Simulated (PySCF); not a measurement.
# CH3F3OSi: the cost of one run

Programs: PySCF 2.14.0, with density-fitted response routines of our own. Each step states its level of theory. These are calculated values for one molecule in the gas phase, unless marked as measured. Atoms are numbered from 0 throughout.

## 1. The starting structure

9 atoms, charge 0, multiplicity 1; geometry from: GFN2-xTB. The atoms were then displaced at random by about 0.01 Å, so the start is not that level's minimum.

Bonds of the start (Å): O0–Si1 1.58, Si1–C2 1.94, C2–F3 1.38, C2–F4 1.36, C2–F5 1.36, O0–H6 0.97, Si1–H7 1.46, Si1–H8 1.45.

## 2. Geometry optimisation at PBE0-D3(BJ)/def2-SVP

What the job is given:

```
{"job": {"xc": "PBE0", "basis": "def2-SVP", "d3": "d3bj", "grid": 1, "shake": 0.01, "kind": "geom"}, "charge": 0, "multiplicity": 1}
O     -1.618990     0.786010     0.297420
Si    -0.787420    -0.374840    -0.383400
C      1.054890    -0.136160     0.167710
F      1.548010     1.120300    -0.111940
F      1.941080    -0.979900    -0.427380
F      1.251200    -0.281440     1.502190
H     -1.362300     1.723860     0.368020
H     -0.705040    -0.286900    -1.840430
H     -1.263620    -1.588080     0.248560
```

Launch:

```bash
OMP_NUM_THREADS=1 python probes_run.py task.json out
```

This one command runs all jobs of the session in turn.

**Question.** How long does this first job take on 1 thread of Arm Neoverse N1, shared host, and how much memory does it need?

About 70 s, with a peak of 0.43 GiB.
